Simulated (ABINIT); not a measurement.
# BiTe (Fm-3m) in ABINIT: a series of runs

Runs on BiTe. Level: LDA. Tasks: relaxation of cell and atoms, single point.

Everything below comes from runs of ABINIT 10.8.3 (patched build). Logs are shortened: lines on timing, memory, paths and dates and some standing lists are left out, and cuts for length are marked. The log counts tension as positive stress, the text compression.

## 1. The structure

It takes space group Fm-3m (No. 225, cubic). The conventional cell has a = 6.470 Å, b = 6.470 Å, c = 6.470 Å, α = 90.00°, β = 90.00°, γ = 90.00°. Bi (site symmetry m-3m) has 6 Te at 3.23 Å as nearest neighbours. Te (site symmetry m-3m) has 6 Bi at 3.23 Å as nearest neighbours.

## 2. Relaxation of cell and atoms, LDA

run.abi

```
# Pseudopotentials
pp_dirpath "./"
pseudos "Bi.upf, Te.upf"

# Structure
acell 3*1.0 Angstrom
rprim
     0.0000000000     3.2350000000     3.2350000000
     3.2350000000     0.0000000000     3.2350000000
     3.2350000000     3.2350000000     0.0000000000
ntypat 2
znucl 83 52
natom 2
typat 1 2
chkprim 0
chksymtnons 0
tolsym 1.0e-6
xred
            0.0            0.0            0.0
            1/2            1/2            1/2

# Plane-wave basis
ecut 40.0
ecutsm 0.5

# k points
kptopt 1
ngkpt 5 5 5
nshiftk 1
shiftk 0.0 0.0 0.0

# Exchange and correlation
ixc 7

# Bands and occupations
nband 20
occopt 3
tsmear 0.05 eV

# SCF cycle
nstep 80
tolvrs 1.0e-12

# Output
iomode 3
prteig 0
prtebands 0
prtwf 0
prtden 0

# Relaxation
ionmov 2
optcell 2
ntime 50
tolmxf 2.0e-5
dilatmx 1.08
```

Potentials or basis: PseudoDojo NC SR LDA v0.4.1 standard.

Run with:

```console
$ mpirun --bind-to none -np 4 abinit run.abi > log 2>&1
```

run.abo:

```text
.Version 10.8.3 of ABINIT
 Symmetries : space group Fm -3 m (#225); Bravais cF (face-center cubic)
================================================================================
 Values of the parameters that define the memory need of the present run
     intxc =       0    ionmov =       2      iscf =       7    lmnmax =       6
     lnmax =       6     mgfft =      54  mpssoang =       3    mqgrid =    3001
     natom =       2  nloc_mem =       1    nspden =       1   nspinor =       1
    nsppol =       1      nsym =      48    n1xccc =    2501    ntypat =       2
    occopt =       3   xclevel =       1
       mpw =        6983          nfft =      157464          nkpt =          10
================================================================================
================================================================================

--------------------------------------------------------------------------------
------------- Echo of variables that govern the present computation ------------
--------------------------------------------------------------------------------
 -outvars: echo values of preprocessed input variables --------
            acell      1.8897261259E+00  1.8897261259E+00  1.8897261259E+00 Bohr
              amu      2.08980370E+02  1.27600000E+02
          chkprim           0
      chksymtnons           0
          dilatmx      1.08000000E+00
             ecut      4.00000000E+01 Hartree
           ecutsm      5.00000000E-01 Hartree
           ionmov           2
              ixc           7
         kptrlatt        5    0    0      0    5    0      0    0    5
          kptrlen      4.32273044E+01
            natom           2
            nband          20
            ngfft          54      54      54
             nkpt          10
            nstep          80
             nsym          48
            ntime          50
           ntypat           2
           occopt           3
          optcell           2
           prtden           0
        prtebands           0
           prteig           0
            prtwf           0
            rprim      0.0000000000E+00  3.2350000000E+00  3.2350000000E+00
                       3.2350000000E+00  0.0000000000E+00  3.2350000000E+00
                       3.2350000000E+00  3.2350000000E+00  0.0000000000E+00
          spgroup         225
           tolmxf      2.00000000E-05
           tolsym      1.00000000E-06
           tolvrs      1.00000000E-12
           tsmear      1.83746611E-03 Hartree
            typat      1  2
           xangst      0.0000000000E+00  0.0000000000E+00  0.0000000000E+00
                       3.2350000000E+00  3.2350000000E+00  3.2350000000E+00
            xcart      0.0000000000E+00  0.0000000000E+00  0.0000000000E+00
                       6.1132640173E+00  6.1132640173E+00  6.1132640173E+00
             xred      0.0000000000E+00  0.0000000000E+00  0.0000000000E+00
                       5.0000000000E-01  5.0000000000E-01  5.0000000000E-01
            znucl       83.00000   52.00000

================================================================================

 chkinp: Checking input parameters for consistency.

================================================================================
== DATASET  1 ==================================================================

--- !DatasetInfo
iteration_state: {dtset: 1, }
dimensions: {natom: 2, nkpt: 10, mband: 20, nsppol: 1, nspinor: 1, nspden: 1, mpw: 6983, }
cutoff_energies: {ecut:  40.0, pawecutdg:  -1.0, }
electrons: {nelect:   3.10000000E+01, charge:   0.00000000E+00, occopt:   3.00000000E+00, tsmear:   1.83746611E-03, }
meta: {optdriver: 0, ionmov: 2, optcell: 2, iscf: 7, paral_kgb: 0, }
...

 Exchange-correlation functional for the present dataset will be:
  LDA: Perdew-Wang 92 LSD fit to Ceperley-Alder data - ixc=7
  J.P.Perdew and Y.Wang, PRB 45, 13244 (1992)

 Real(R)+Recip(G) space primitive vectors, cartesian coordinates (Bohr,Bohr^-1):
 R(1)=  0.0000000  6.1132640  6.1132640  G(1)= -0.0817894  0.0817894  0.0817894
 R(2)=  6.1132640  0.0000000  6.1132640  G(2)=  0.0817894 -0.0817894  0.0817894
 R(3)=  6.1132640  6.1132640  0.0000000  G(3)=  0.0817894  0.0817894 -0.0817894
 Unit cell volume ucvol=  4.5692977E+02 bohr^3
 Angles (23,13,12)=  6.00000000E+01  6.00000000E+01  6.00000000E+01 degrees

 getcut: wavevector=  0.0000  0.0000  0.0000  ngfft=  54  54  54
         ecut(hartree)=     46.656   => boxcut(ratio)=   2.03206

--- Pseudopotential description ------------------------------------------------
- pspini: atom type   1  psp file is ./Bi.upf
  83.00000  15.00000  180309                  znucl, zion, pspdat
12 -1012 2 -1 1454                            pspcod,pspxc,lmax,lloc,mmax
     nproj     2     2     2

- pspini: atom type   2  psp file is ./Te.upf
  52.00000  16.00000  180309                  znucl, zion, pspdat
12 -1012 2 -1 1278                            pspcod,pspxc,lmax,lloc,mmax
     nproj     2     2     2

   2.44474888E+03                                ecore*ucvol(ha*bohr**3)
--------------------------------------------------------------------------------

================================================================================

=== [ionmov= 2] Broyden-Fletcher-Goldfarb-Shanno method (forces)
================================================================================

--- Iteration: ( 1/50) Internal Cycle: (1/1)
--------------------------------------------------------------------------------

---SELF-CONSISTENT-FIELD CONVERGENCE--------------------------------------------

--- !BeginCycle
iteration_state: {dtset: 1, itime: 1, icycle: 1, }
solver: {iscf: 7, nstep: 80, nline: 4, wfoptalg: 0, }
tolerances: {tolvrs: 1.00E-12, }
...

     iter   Etot(hartree)      deltaE(h)  residm     vres2
 ETOT  1  -186.44305187961    -1.864E+02 2.822E-01 2.953E+01
 ETOT  2  -186.55600358123    -1.130E-01 4.299E-03 1.413E+01
 ETOT  3  -186.55731491200    -1.311E-03 8.137E-04 1.250E+00
 ETOT  4  -186.55743974688    -1.248E-04 5.410E-04 2.158E-02
 ETOT  5  -186.55744182696    -2.080E-06 7.132E-05 7.155E-03
 ETOT  6  -186.55744272820    -9.012E-07 7.024E-05 6.459E-05
 ETOT  7  -186.55744273445    -6.250E-09 1.851E-05 4.972E-06
 ETOT  8  -186.55744273507    -6.287E-10 1.248E-05 1.266E-07
 ETOT  9  -186.55744273509    -1.992E-11 9.508E-06 3.839E-10
 ETOT 10  -186.55744273509     4.150E-12 5.514E-06 6.831E-13

 At SCF step   10       vres2   =  6.83E-13 < tolvrs=  1.00E-12 =>converged.

 Cartesian components of stress tensor (hartree/bohr^3)
  sigma(1 1)=  9.81744757E-05  sigma(3 2)=  0.00000000E+00
  sigma(2 2)=  9.81744757E-05  sigma(3 1)=  0.00000000E+00
  sigma(3 3)=  9.81744757E-05  sigma(2 1)=  0.00000000E+00

--- !ResultsGS
iteration_state: {dtset: 1, itime: 1, icycle: 1, }
comment   : Summary of ground state results
lattice_vectors:
- [  0.0000000,   6.1132640,   6.1132640, ]
- [  6.1132640,   0.0000000,   6.1132640, ]
- [  6.1132640,   6.1132640,   0.0000000, ]
lattice_lengths: [   8.64546,    8.64546,    8.64546, ]
lattice_angles: [ 60.000,  60.000,  60.000, ] # degrees, (23, 13, 12)
lattice_volume:   4.5692977E+02
convergence: {deltae:  4.150E-12, res2:  6.831E-13, residm:  5.514E-06, diffor: null, }
etotal    :  -1.86557443E+02
entropy   :   0.00000000E+00
fermie    :   1.86465899E-01
cartesian_stress_tensor: # hartree/bohr^3
- [  9.81744757E-05,   0.00000000E+00,   0.00000000E+00, ]
- [  0.00000000E+00,   9.81744757E-05,   0.00000000E+00, ]
- [  0.00000000E+00,   0.00000000E+00,   9.81744757E-05, ]
pressure_GPa:  -2.8884E+00
xred      :
- [  0.0000E+00,   0.0000E+00,   0.0000E+00, Bi]
- [  5.0000E-01,   5.0000E-01,   5.0000E-01, Te]
cartesian_forces: # hartree/bohr
- [ -0.00000000E+00,  -0.00000000E+00,  -0.00000000E+00, ]
- [ -0.00000000E+00,  -0.00000000E+00,  -0.00000000E+00, ]
[... 400 lines left out ...]
 Cartesian coordinates (xcart) [bohr]
  0.00000000000000E+00  0.00000000000000E+00  0.00000000000000E+00
  6.00036365994794E+00  6.00036365994794E+00  6.00036365994794E+00
 Reduced coordinates (xred)
  0.00000000000000E+00  0.00000000000000E+00  0.00000000000000E+00
  5.00000000000000E-01  5.00000000000000E-01  5.00000000000000E-01
 Cartesian forces (fcart) [Ha/bohr]; max,rms= 0.00000E+00 0.00000E+00 (free atoms)
 -0.00000000000000E+00 -0.00000000000000E+00 -0.00000000000000E+00
 -0.00000000000000E+00 -0.00000000000000E+00 -0.00000000000000E+00
 Gradient of E wrt nuclear positions in reduced coordinates (gred)
  0.00000000000000E+00  0.00000000000000E+00  0.00000000000000E+00
  0.00000000000000E+00  0.00000000000000E+00  0.00000000000000E+00
 Scale of Primitive Cell (acell) [bohr]
  8.48579566706904E+00  8.48579566706904E+00  8.48579566706904E+00
 Real space primitive translations (rprimd) [bohr]
  0.00000000000000E+00  6.00036365994794E+00  6.00036365994794E+00
  6.00036365994794E+00  0.00000000000000E+00  6.00036365994794E+00
  6.00036365994794E+00  6.00036365994794E+00  0.00000000000000E+00
 Unitary Cell Volume (ucvol) [Bohr^3]=  4.32078555309799E+02
 Angles (23,13,12)= [degrees]
  6.00000000000000E+01  6.00000000000000E+01  6.00000000000000E+01
 Lengths [Bohr]
  8.48579566706903E+00  8.48579566706903E+00  8.48579566706903E+00
 Stress tensor in cartesian coordinates (strten) [Ha/bohr^3]
  1.57774185036152E-09  0.00000000000000E+00  0.00000000000000E+00
  0.00000000000000E+00  1.57774185209625E-09  0.00000000000000E+00
  0.00000000000000E+00  0.00000000000000E+00  1.57774185036152E-09
 Total energy (etotal) [Ha]= -1.86558729264686E+02

 Difference of energy with previous step (new-old):
           Absolute (Ha)=-4.52764E-08
           Relative     =-2.42693E-10

 At Broyd/MD step   5, gradients are converged :
  max grad (force/stress) = 1.5777E-07 < tolmxf= 2.0000E-05 ha/bohr (free atoms)

================================================================================

 ----iterations are completed or convergence reached----

 Mean square residual over all n,k,spin=   15.691E-08; max=  31.382E-06
 reduced coordinates (array xred) for    2 atoms
       0.000000000000      0.000000000000      0.000000000000
       0.500000000000      0.500000000000      0.500000000000
 rms dE/dt=  0.0000E+00; max dE/dt=  0.0000E+00; dE/dt below (all hartree)
    1       0.000000000000      0.000000000000      0.000000000000
    2       0.000000000000      0.000000000000      0.000000000000

 cartesian coordinates (angstrom) at end:
    1      0.00000000000000     0.00000000000000     0.00000000000000
    2      3.17525570382084     3.17525570382084     3.17525570382084

 cartesian forces (hartree/bohr) at end:
    1     -0.00000000000000    -0.00000000000000    -0.00000000000000
    2     -0.00000000000000    -0.00000000000000    -0.00000000000000
 frms,max,avg= 0.0000000E+00 0.0000000E+00   0.000E+00  0.000E+00  0.000E+00 h/b

 cartesian forces (eV/Angstrom) at end:
    1     -0.00000000000000    -0.00000000000000    -0.00000000000000
    2     -0.00000000000000    -0.00000000000000    -0.00000000000000
 frms,max,avg= 0.0000000E+00 0.0000000E+00   0.000E+00  0.000E+00  0.000E+00 e/A
 length scales=  8.485795667069  8.485795667069  8.485795667069 bohr
              =  4.490489680346  4.490489680346  4.490489680346 angstroms
 Fermi (or HOMO) energy (hartree) =   0.20987   Average Vxc (hartree)=  -0.38417
 Eigenvalues (hartree) for nkpt=  10  k points:
 kpt#   1, nband= 20, wtk=  0.00800, kpt=  0.0000  0.0000  0.0000 (reduced coord)
  -1.16304   -1.16304   -1.16293   -1.16293   -1.16293   -0.64012   -0.64012   -0.63976
  -0.63976   -0.63976   -0.30693   -0.08942    0.10842    0.10842    0.10842    0.28957
   0.28957    0.28957    0.37791    0.37791
      occupation numbers for kpt#   1
   2.00000    2.00000    2.00000    2.00000    2.00000    2.00000    2.00000    2.00000
   2.00000    2.00000    2.00000    2.00000    2.00000    2.00000    2.00000    0.00000
   0.00000    0.00000    0.00000    0.00000
 prteigrs : prtvol=0 or 1, do not print more k-points.

--- !EnergyTerms
iteration_state     : {dtset: 1, itime: 5, icycle: 1, }
comment             : Components of total free energy in Hartree
kinetic             :  9.58576637420746E+01
hartree             :  4.22358046648791E+01
xc                  : -4.56728313133014E+01
Ewald energy        : -1.13676045194867E+02
psp_core            :  5.65811206040443E+00
local_psp           : -1.26972775512696E+02
non_local_psp       : -4.39880829117538E+01
internal            : -1.86558154465260E+02
'-kT*entropy'       : -5.74799426827678E-04
total_energy        : -1.86558729264686E+02
total_energy_eV     : -5.07652163958078E+03
band_energy         : -1.81937111659591E+01
...

 Cartesian components of stress tensor (hartree/bohr^3)
  sigma(1 1)=  1.57774185E-09  sigma(3 2)=  0.00000000E+00
  sigma(2 2)=  1.57774185E-09  sigma(3 1)=  0.00000000E+00
  sigma(3 3)=  1.57774185E-09  sigma(2 1)=  0.00000000E+00

-Cartesian components of stress tensor (GPa)         [Pressure= -4.6419E-05 GPa]
- sigma(1 1)=  4.64187678E-05  sigma(3 2)=  0.00000000E+00
- sigma(2 2)=  4.64187679E-05  sigma(3 1)=  0.00000000E+00
- sigma(3 3)=  4.64187678E-05  sigma(2 1)=  0.00000000E+00

== END DATASET(S) ==============================================================
================================================================================

 -outvars: echo values of variables after computation  --------
            acell      8.4857956671E+00  8.4857956671E+00  8.4857956671E+00 Bohr
           etotal     -1.8655872926E+02
            fcart     -0.0000000000E+00 -0.0000000000E+00 -0.0000000000E+00
                      -0.0000000000E+00 -0.0000000000E+00 -0.0000000000E+00
            rprim      0.0000000000E+00  7.0710678119E-01  7.0710678119E-01
                       7.0710678119E-01  0.0000000000E+00  7.0710678119E-01
                       7.0710678119E-01  7.0710678119E-01  0.0000000000E+00
           strten      1.5777418504E-09  1.5777418521E-09  1.5777418504E-09
                       0.0000000000E+00  0.0000000000E+00  0.0000000000E+00
           xangst      0.0000000000E+00  0.0000000000E+00  0.0000000000E+00
                       3.1752557038E+00  3.1752557038E+00  3.1752557038E+00
             xred      0.0000000000E+00  0.0000000000E+00  0.0000000000E+00
                       5.0000000000E-01  5.0000000000E-01  5.0000000000E-01
 Calculation completed.
```

It took 46 s on 4 MPI ranks of Intel Xeon 6975P-C (Granite Rapids), shared host; peak memory 0.4 GiB.

Results:

| Quantity | Value |
| --- | --- |
| Free energy | -5076.5216 eV |
| Relaxed volume | 32.01 Å³/atom |
| Relaxed cell | a = 4.490 Å, b = 4.490 Å, c = 4.490 Å, α = 60.00°, β = 60.00°, γ = 60.00° |
| Space group after relaxing (to 0.05 Å) | Fm-3m (No. 225) |
| Energy gained by relaxing | 17.5 meV/atom |
| Ionic steps | 5 |
| Pressure after relaxing | 0.0 GPa |
| Band gap on the k mesh | none (metal or under the smearing width) |

Step by step:
```tsv
step	energy change (eV)	largest force (eV/Å)	pressure (GPa)	volume (Å³)
1	0.0000	0.0000	-2.89	67.71
2	-0.0100	0.0000	-2.48	67.11
3	-0.0348	0.0000	0.26	63.75
4	-0.0350	0.0000	-0.02	64.05
5	-0.0350	0.0000	0.00	64.03
```

Final structure:
```
Bi Te
1.0
     0.00000    3.17526    3.17526
     3.17526    0.00000    3.17526
     3.17526    3.17526    0.00000
Bi Te
1 1
Cartesian
  0.0000 0.0000 0.0000
  3.1753 3.1753 3.1753
```

Caveat: spin-orbit coupling is left out, which moves the levels of the heavy elements.

## 3. Single point, LDA (cell relaxed)

run.abi

```
# Pseudopotentials
pp_dirpath "./"
pseudos "Bi.upf, Te.upf"

# Structure
acell 3*1.0
rprim
     0.0000000000     6.0003636676     6.0003636676
     6.0003636676     0.0000000000     6.0003636676
     6.0003636676     6.0003636676     0.0000000000
ntypat 2
znucl 83 52
natom 2
typat 1 2
xred
     0.0000000000     0.0000000000     0.0000000000
     0.5000000000     0.5000000000     0.5000000000
chkprim 0
chksymtnons 0
tolsym 1.0e-6

# Plane-wave basis
ecut 40.0

# k points
kptopt 1
ngkpt 5 5 5
nshiftk 1
shiftk 0.0 0.0 0.0

# Exchange and correlation
ixc 7

# Bands and occupations
nband 20
occopt 3
tsmear 0.05 eV

# SCF cycle
nstep 100
tolvrs 1.0e-10

# Output
iomode 3
prtwf 0
prtden 0
prteig 0
prtebands 0
enunit 1
```

Potentials or basis: PseudoDojo NC SR LDA v0.4.1 standard.

Run with:

```console
$ mpirun --bind-to none -np 4 abinit run.abi > log 2>&1
```

Wall time 8.1 s (4 MPI ranks of Intel Xeon 6975P-C (Granite Rapids), shared host); peak memory 0.32 GiB.

It converged, with:

```yaml
Free_energy: -5076.5217 eV
Pressure: 0.0 GPa
Band_gap_on_the_k_mesh: none (metal or under the smearing width)
Valence_electrons_inside_the_program's_atomic_spheres: Bi 10.72; Te 11.95
```

Levels at points of the mesh, in eV from the Fermi level:
| k point | band 13 | band 14 | band 15 | band 16 | band 17 | band 18 |
| --- | --- | --- | --- | --- | --- | --- |
| (0.00, 0.00, 0.00) | -2.76 | -2.76 | -2.76 | 2.17 | 2.17 | 2.17 |

Caveat: spin-orbit coupling is left out, which moves the levels of the heavy elements.
